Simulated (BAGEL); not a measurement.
# CH6GeSi (SMILES [CH2]1[SiH2][GeH2]1), step by step

Wanted: a single-point energy (HF/cc-pVDZ), then a single-point energy (NEVPT2(2,2)/cc-pVDZ), then the energy (CASPT2(2,2)/cc-pVDZ) of CH6GeSi. 

Program for the calculation: BAGEL 1.2.2.

## Step 1: The structure to begin with

The species is CH6GeSi (9 atoms), meant as a singlet with charge 0. SMILES: `[CH2]1[SiH2][GeH2]1`. One bond was lengthened or shortened from a relaxed shape.

Bond lengths: C1–Si2 1.880 Å, C1–Ge3 2.007 Å, Si2–Ge3 2.297 Å, C1–H4 1.087 Å, C1–H5 1.087 Å, Si2–H6 1.482 Å, Si2–H7 1.482 Å, Ge3–H8 1.300 Å, Ge3–H9 1.529 Å. Some angles: C1–Si2–Ge3 56.4°, Si2–C1–Ge3 72.4°, C1–Ge3–Si2 51.3°, C1–Si2–H6 117.1°, C1–Si2–H7 117.1°, Ge3–Si2–H6 121.0°, Ge3–Si2–H7 120.9°, Si2–C1–H4 117.9°, Si2–C1–H5 117.9°, Ge3–C1–H4 115.8°.

## Step 2: The energy at HF/cc-pVDZ (density fitting with svp-jkfit) (run 1)

File calc.json:

```json
{ "bagel" : [

{
  "title" : "molecule",
  "basis" : "cc-pvdz.json",
  "df_basis" : "svp-jkfit",
  "angstrom" : "true",
  "geometry" : [
    { "atom" : "C", "xyz" : [   -0.660675,   -0.132342,   -0.741272 ] },
    { "atom" : "Si", "xyz" : [    0.953525,    0.665058,   -0.198972 ] },
    { "atom" : "Ge", "xyz" : [    0.025325,   -1.162542,    0.838128 ] },
    { "atom" : "H", "xyz" : [   -1.581475,    0.422158,   -0.580472 ] },
    { "atom" : "H", "xyz" : [   -0.671575,   -0.667742,   -1.687072 ] },
    { "atom" : "H", "xyz" : [    0.868125,    2.012858,    0.411328 ] },
    { "atom" : "H", "xyz" : [    2.116425,    0.516958,   -1.105572 ] },
    { "atom" : "H", "xyz" : [    0.399400,   -2.377500,    0.568600 ] },
    { "atom" : "H", "xyz" : [   -0.832375,   -1.038742,    2.097728 ] }
  ]
},
{ "title" : "hf" },
{ "title" : "print", "file" : "orbitals.molden", "orbitals" : "true" }

]}
```

The basis set cc-pVDZ is read from a file made from the Basis Set Exchange's data (not shown).

On the command line:

```sh
$ BAGEL_NUM_THREADS=1 BAGEL calc.json > calc.out
```

The log of the run:

```text
* using 1 threads per process

  ===============================================================
  ===============================================================

  *** Geometry ***

  { "atom" : "C", "xyz" : [     -1.248495,     -0.250090,     -1.400801 ] },
  { "atom" : "Si", "xyz" : [      1.801901,      1.256777,     -0.376003 ] },
  { "atom" : "Ge", "xyz" : [      0.047857,     -2.196886,      1.583832 ] },
  { "atom" : "H", "xyz" : [     -2.988555,      0.797763,     -1.096933 ] },
  { "atom" : "H", "xyz" : [     -1.269093,     -1.261850,     -3.188104 ] },
  { "atom" : "H", "xyz" : [      1.640518,      3.803750,      0.777297 ] },
  { "atom" : "H", "xyz" : [      3.999464,      0.976909,     -2.089228 ] },
  { "atom" : "H", "xyz" : [      0.754757,     -4.492824,      1.074498 ] },
  { "atom" : "H", "xyz" : [     -1.572961,     -1.962938,      3.964131 ] },

  Number of auxiliary basis functions:      577

  Since a DF basis is specified, we compute 2- and 3-index integrals:
    o Being stored without compression. Storage requirement is 0.037 GB

  Number of basis functions:       89
  Number of electrons      :       58

    * METHOD: MOLECULE                             0.40

  *** RHF ***

  === Nuclear Repulsion ===
   257.5256284984

      * DIIS with orbital gradients will be used.

  === RHF iteration (cc-pvdz.json) ===
      0      -2405.40555166          0.01309111           0.11
      1      -2405.51094581          0.00761278           0.11
      2      -2405.54391990          0.00136225           0.11
      3      -2405.54557664          0.00020504           0.11
      4      -2405.54560846          0.00004905           0.11
      5      -2405.54561118          0.00001136           0.11
      6      -2405.54561132          0.00000264           0.11
      7      -2405.54561133          0.00000072           0.11
      8      -2405.54561133          0.00000025           0.11
      9      -2405.54561133          0.00000006           0.11
     10      -2405.54561133          0.00000002           0.11
     11      -2405.54561133          0.00000001           0.11
    * SCF iteration converged.

    * Permanent dipole moment:
           (    0.008329,     0.080147,     0.090301) a.u.

    * METHOD: HF                                   1.60

    * METHOD: PRINT                                0.02

  ===============================================================
```

It took 2.1 s on 1 thread of Arm Neoverse V1, shared host; peak memory 0.15 GiB.

## Step 3: A single-point energy at NEVPT2(2,2)/cc-pVDZ (density fitting with svp-jkfit) (run 2)

calc.json, as its differences from that of step 2:

```diff
@@ -6,3 +6,3 @@
   "df_basis" : "svp-jkfit",
-  "angstrom" : "true",
+  "angstrom" : true,
   "geometry" : [
@@ -20,3 +20,4 @@
 { "title" : "hf" },
-{ "title" : "print", "file" : "orbitals.molden", "orbitals" : "true" }
+{ "title" : "nevpt2", "nstate" : 1, "nact" : 2, "nclosed" : 28, "active" : [22, 32], "maxiter" : 200, "natocc" : true, "ncore" : 15 },
+{ "title" : "print", "file" : "orbitals.molden", "orbitals" : true }
```

The basis set cc-pVDZ is read from a file made from the Basis Set Exchange's data (not shown).

On the command line:

```sh
$ BAGEL_NUM_THREADS=1 BAGEL calc.json > calc.out
```

The log of the run:

```text
* using 1 threads per process

  ===============================================================
  ===============================================================

  *** Geometry ***

  { "atom" : "C", "xyz" : [     -1.248495,     -0.250090,     -1.400801 ] },
  { "atom" : "Si", "xyz" : [      1.801901,      1.256777,     -0.376003 ] },
  { "atom" : "Ge", "xyz" : [      0.047857,     -2.196886,      1.583832 ] },
  { "atom" : "H", "xyz" : [     -2.988555,      0.797763,     -1.096933 ] },
  { "atom" : "H", "xyz" : [     -1.269093,     -1.261850,     -3.188104 ] },
  { "atom" : "H", "xyz" : [      1.640518,      3.803750,      0.777297 ] },
  { "atom" : "H", "xyz" : [      3.999464,      0.976909,     -2.089228 ] },
  { "atom" : "H", "xyz" : [      0.754757,     -4.492824,      1.074498 ] },
  { "atom" : "H", "xyz" : [     -1.572961,     -1.962938,      3.964131 ] },

  Number of auxiliary basis functions:      577

  Since a DF basis is specified, we compute 2- and 3-index integrals:
    o Being stored without compression. Storage requirement is 0.037 GB

  Number of basis functions:       89
  Number of electrons      :       58

    * METHOD: MOLECULE                             0.39

  *** RHF ***

  === Nuclear Repulsion ===
   257.5256284984

      * DIIS with orbital gradients will be used.

  === RHF iteration (cc-pvdz.json) ===
      0      -2405.40555166          0.01309111           0.11
      1      -2405.51094581          0.00761278           0.11
      2      -2405.54391990          0.00136225           0.11
      3      -2405.54557664          0.00020504           0.11
      4      -2405.54560846          0.00004905           0.11
      5      -2405.54561118          0.00001136           0.10
      6      -2405.54561132          0.00000264           0.11
      7      -2405.54561133          0.00000072           0.10
      8      -2405.54561133          0.00000025           0.11
      9      -2405.54561133          0.00000006           0.11
     10      -2405.54561133          0.00000002           0.11
     11      -2405.54561133          0.00000001           0.11
    * SCF iteration converged.

    * Permanent dipole moment:
           (    0.008329,     0.080147,     0.090301) a.u.

    * METHOD: HF                                   1.56

    * freezing 15 orbitals
  ---------------------------
      CASSCF calculation
  ---------------------------

    ==== Active orbitals : =====
         Orbital 22
         Orbital 32
    ============================

    * nstate   :      1
    * nclosed  :     28
    * nact     :      2
    * nvirt    :     59
  === CASSCF iteration (cc-pvdz.json) ===

    * Using the second-order algorithm

      0  0     -2405.54579185     3.01e-05      0.03

      1  0     -2405.54632756     6.63e-05      0.47

      2  0     -2405.54992700     2.29e-04      0.47

      3  0     -2405.55079535     1.06e-04      0.59

      4  0     -2405.55401755     3.08e-04      0.63

      5  0     -2405.55717784     5.18e-04      0.58

      6  0     -2405.55758315     2.74e-05      0.61

      7  0     -2405.55758748     6.65e-06      0.62

      8  0     -2405.55758760     1.20e-06      0.58

      9  0     -2405.55758761     2.10e-07      0.58

     10  0     -2405.55758761     3.76e-08      0.59

     11  0     -2405.55758761     7.37e-09      0.54

    * Second-order optimization converged. *

     guess   0:   closed 1.                   open ..

  === FCI iteration ===

      0  0     -2405.54532327     4.78e-02      0.00
      1  0     -2405.55758285     7.39e-04      0.00
      2  0 *   -2405.55758761     2.58e-16      0.00

     * ci vector, state   0, <S^2> = 0.0000
       2.     0.9918747149
       .2    -0.1272185126

  === DF-NEVPT2 calculation ===

    * 3-index integral transformation done
    * assembly done

      NEVPT2 correlation energy:   -0.3484977402      0.20

          (+0)     -0.2891310990
          (+0)'    -0.0123298152
          (+1)     -0.0082762621
          (+1)'    -0.0000000000
          (+2)     -0.0005030248
          (-1)     -0.0326226134
          (-1)'     0.0000000000
          (-2)     -0.0056349258

      NEVPT2 total energy:       -2405.9060853469

    * METHOD: NEVPT2                               6.95

    * METHOD: PRINT                                0.02

  ===============================================================
```

Wall time 9.3 s (1 thread of Arm Neoverse V1, shared host); peak memory 0.16 GiB.

## Step 4: A single-point energy at CASPT2(2,2)/cc-pVDZ (density fitting with svp-jkfit) (run 3)

File job.json:

```json
{ "bagel" : [

{
  "title" : "molecule",
  "basis" : "cc-pvdz.json",
  "df_basis" : "svp-jkfit",
  "angstrom" : true,
  "geometry" : [
    { "atom" : "C", "xyz" : [   -0.660675,   -0.132342,   -0.741272 ] },
    { "atom" : "Si", "xyz" : [    0.953525,    0.665058,   -0.198972 ] },
    { "atom" : "Ge", "xyz" : [    0.025325,   -1.162542,    0.838128 ] },
    { "atom" : "H", "xyz" : [   -1.581475,    0.422158,   -0.580472 ] },
    { "atom" : "H", "xyz" : [   -0.671575,   -0.667742,   -1.687072 ] },
    { "atom" : "H", "xyz" : [    0.868125,    2.012858,    0.411328 ] },
    { "atom" : "H", "xyz" : [    2.116425,    0.516958,   -1.105572 ] },
    { "atom" : "H", "xyz" : [    0.399400,   -2.377500,    0.568600 ] },
    { "atom" : "H", "xyz" : [   -0.832375,   -1.038742,    2.097728 ] }
  ]
},
{ "title" : "hf" },
{ "title" : "casscf", "nstate" : 1, "nact" : 2, "nclosed" : 28, "active" : [22, 32], "maxiter" : 200, "natocc" : true },
{ "title" : "print", "file" : "orbitals.molden", "orbitals" : true },
{ "title" : "smith", "method" : "caspt2", "ms" : true, "xms" : true, "sssr" : true, "shift" : 0.2, "shift_imag" : true, "ncore" : 15 }

]}
```

The basis set cc-pVDZ is read from a file made from the Basis Set Exchange's data (not shown).

On the command line:

```sh
$ BAGEL_NUM_THREADS=1 BAGEL job.json > job.out
```

The log of the run:

```text
* using 1 threads per process

  ===============================================================
  ===============================================================

  *** Geometry ***

  { "atom" : "C", "xyz" : [     -1.248495,     -0.250090,     -1.400801 ] },
  { "atom" : "Si", "xyz" : [      1.801901,      1.256777,     -0.376003 ] },
  { "atom" : "Ge", "xyz" : [      0.047857,     -2.196886,      1.583832 ] },
  { "atom" : "H", "xyz" : [     -2.988555,      0.797763,     -1.096933 ] },
  { "atom" : "H", "xyz" : [     -1.269093,     -1.261850,     -3.188104 ] },
  { "atom" : "H", "xyz" : [      1.640518,      3.803750,      0.777297 ] },
  { "atom" : "H", "xyz" : [      3.999464,      0.976909,     -2.089228 ] },
  { "atom" : "H", "xyz" : [      0.754757,     -4.492824,      1.074498 ] },
  { "atom" : "H", "xyz" : [     -1.572961,     -1.962938,      3.964131 ] },

  Number of auxiliary basis functions:      577

  Since a DF basis is specified, we compute 2- and 3-index integrals:
    o Being stored without compression. Storage requirement is 0.037 GB

  Number of basis functions:       89
  Number of electrons      :       58

    * METHOD: MOLECULE                             0.39

  *** RHF ***

  === Nuclear Repulsion ===
   257.5256284984

      * DIIS with orbital gradients will be used.

  === RHF iteration (cc-pvdz.json) ===
      0      -2405.40555166          0.01309111           0.11
      1      -2405.51094581          0.00761278           0.11
      2      -2405.54391990          0.00136225           0.11
      3      -2405.54557664          0.00020504           0.11
      4      -2405.54560846          0.00004905           0.11
      5      -2405.54561118          0.00001136           0.11
      6      -2405.54561132          0.00000264           0.11
      7      -2405.54561133          0.00000072           0.11
      8      -2405.54561133          0.00000025           0.11
      9      -2405.54561133          0.00000006           0.11
     10      -2405.54561133          0.00000002           0.11
     11      -2405.54561133          0.00000001           0.11
    * SCF iteration converged.

    * Permanent dipole moment:
           (    0.008329,     0.080147,     0.090301) a.u.

    * METHOD: HF                                   1.58

  ---------------------------
      CASSCF calculation
  ---------------------------

    ==== Active orbitals : =====
         Orbital 22
         Orbital 32
    ============================

    * nstate   :      1
    * nclosed  :     28
    * nact     :      2
    * nvirt    :     59
  === CASSCF iteration (cc-pvdz.json) ===

    * Using the second-order algorithm

      0  0     -2405.54579185     3.01e-05      0.03

      1  0     -2405.54632756     6.63e-05      0.48

      2  0     -2405.54992700     2.29e-04      0.50

      3  0     -2405.55079535     1.06e-04      0.59

      4  0     -2405.55401755     3.08e-04      0.67

      5  0     -2405.55717784     5.18e-04      0.59

      6  0     -2405.55758315     2.74e-05      0.64

      7  0     -2405.55758748     6.65e-06      0.61

      8  0     -2405.55758760     1.20e-06      0.58

      9  0     -2405.55758761     2.10e-07      0.57

     10  0     -2405.55758761     3.76e-08      0.61

     11  0     -2405.55758761     7.37e-09      0.55

    * Second-order optimization converged. *

     guess   0:   closed 1.                   open ..

  === FCI iteration ===

      0  0     -2405.54532327     4.78e-02      0.00
      1  0     -2405.55758285     7.39e-04      0.00
      2  0 *   -2405.55758761     2.58e-16      0.00

     * ci vector, state   0, <S^2> = 0.0000
       2.     0.9918747149
       .2    -0.1272185126

    * METHOD: CASSCF                               6.69

    * METHOD: PRINT                                0.02

  === SMITH program ===

    * freezing 15 orbitals

    * Approximate memory requirement for SMITH calulation per MPI process:
      o Storage requirement for T-amplitude, lambda, and residual is 0.02 GB
      o Storage requirement for MO integrals is 0.01 GB
    * Calculating and saving rdm4f

    * Zeroth order energy : state  0       -0.7212103733

    * CASPT2 iteration is performed using orthogonal basis

      -------------------------------------------  CASPT2 iteration  ---------------------------------------------------
       #      aibj      arbs      arbi      airj      risj      airs      arst      rist         Etot      error   time
      ------------------------------------------------------------------------------------------------------------------

       0  -0.28830  -0.00699  -0.03331  -0.00874  -0.00067  -0.01052  -0.00000  -0.00000   -0.3485381  0.0013042   0.10
       1  -0.28861  -0.00714  -0.03354  -0.00888  -0.00070  -0.01080  -0.00000  -0.00000   -0.3496745  0.0002133   0.09
       2  -0.28862  -0.00714  -0.03353  -0.00889  -0.00071  -0.01081  -0.00000  -0.00000   -0.3497108  0.0000475   0.09
       3  -0.28862  -0.00714  -0.03353  -0.00889  -0.00071  -0.01082  -0.00000  -0.00000   -0.3497122  0.0000112   0.09
       4  -0.28862  -0.00714  -0.03353  -0.00889  -0.00071  -0.01082  -0.00000  -0.00000   -0.3497123  0.0000025   0.09
       5  -0.28862  -0.00714  -0.03353  -0.00889  -0.00071  -0.01082  -0.00000  -0.00000   -0.3497123  0.0000004   0.10

      ------------------------------------------------------------------------------------------------------------------

    * CASPT2 energy : state  0    -2405.9100793506
        w/o shift correction      -2405.9072998713
        reference weight              0.8728938020

    * METHOD: SMITH                                0.88

  ===============================================================
```

Wall time 9.9 s (1 thread of Arm Neoverse V1, shared host); peak memory 0.22 GiB.

## Step 5: Results

| quantity | value |
| --- | --- |
| run 1, HF/cc-pVDZ: total energy | -2405.54561 Eh |
| run 1, HF/cc-pVDZ: dipole moment | 0.31 D |
| run 1, HF/cc-pVDZ: HOMO energy | -8.66 eV |
| run 1, HF/cc-pVDZ: LUMO energy | 3.24 eV |
| run 1, HF/cc-pVDZ: HOMO–LUMO gap | 11.90 eV |
| run 2, NEVPT2(2,2)/cc-pVDZ: total energy | -2405.90609 Eh |
| run 3, CASPT2(2,2)/cc-pVDZ: total energy | -2405.91008 Eh |
